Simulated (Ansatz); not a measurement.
# MnF2: the cost of one run

Computed with Ansatz 0.2.0 (DFT PBE+U (U_eff = 3.9 eV on Mn 3d), scalar-relativistic, plane waves, PAW, unless a step's input says otherwise).

### 1 Starting point

The structure is tetragonal, space group P4_2/mnm (No. 136). The conventional cell has a = 4.984 Å, b = 4.984 Å, c = 3.365 Å, α = 90.00°, β = 90.00°, γ = 90.00°. Around Mn (site symmetry mmm) lie 6 F at 2.15 to 2.17 Å. F (site symmetry m2m) is surrounded by 3 Mn at 2.15 to 2.17 Å.

As a file:

```cif
data_structure
_symmetry_space_group_name_H-M 'P 1'
_symmetry_Int_Tables_number 1
_cell_length_a 4.9841
_cell_length_b 4.9841
_cell_length_c 3.3654
_cell_angle_alpha 90.000
_cell_angle_beta 90.000
_cell_angle_gamma 90.000
_cell_volume 83.60
loop_
_atom_site_label
_atom_site_type_symbol
_atom_site_fract_x
_atom_site_fract_y
_atom_site_fract_z
_atom_site_occupancy
Mn1 Mn 0.00000 0.00000 0.00000 1
Mn2 Mn 0.50000 0.50000 0.50000 1
F1 F 0.30536 0.30536 0.00000 1
F2 F 0.19464 0.80536 0.50000 1
F3 F 0.69464 0.69464 0.00000 1
F4 F 0.80536 0.19464 0.50000 1
```

This cell comes from an earlier session at PBE+U (U_eff = 3.9 eV on Mn 3d): 13.933 Å³/atom at 0.01 GPa, on a 4×4×6 mesh.

### 2 Coarse mesh, to find the state of the open shells

Input file input.yaml:

```yaml
crystal:
  lattice:
    - [4.9840532852, 0.0, 0.0]
    - [0.0, 4.9840532852, 0.0]
    - [0.0, 0.0, 3.3653698027]
  atoms:
    - { symbol: Mn, position: [0.0, 0.0, 0.0], spin: 5.0 }
    - { symbol: Mn, position: [0.5, 0.5, 0.5], spin: -5.0 }
    - { symbol: F, position: [0.3053591869, 0.3053591869, 0.0] }
    - { symbol: F, position: [0.1946408131, 0.8053591869, 0.5] }
    - { symbol: F, position: [0.6946408131, 0.6946408131, 0.0] }
    - { symbol: F, position: [0.8053591869, 0.1946408131, 0.5] }
basis:
  ecutwfc: 420
  ecutrho_ratio: 4
kpoints:
  mp_grid: { grid: [3, 3, 4] }
hamiltonian:
  xc: pbe
  hubbard: { sites: [{ species: Mn, l: d, u_eff: 3.9 }] }
scf:
  occupations: { method: gaussian, width: 0.05 }
output:
  forces: true
  stress: true
  eigenvalues: true
  populations: true
  hubbard: { sites: [{ species: Mn, l: d }] }
magnetization:
  spin_polarized: true
```

Command:

```console
ansatz run input.yaml --threads 8 --pin off --max-ram 22528MiB --backend cpu --events-out ev --progress --plain --runs-dir out
```

Q: Estimate wall time and peak memory on 8 threads of Intel Xeon Platinum 8259CL at 2.50GHz (Skylake/Cascade Lake), shared host.

About 3.4 s, with a peak of 0.57 GiB.
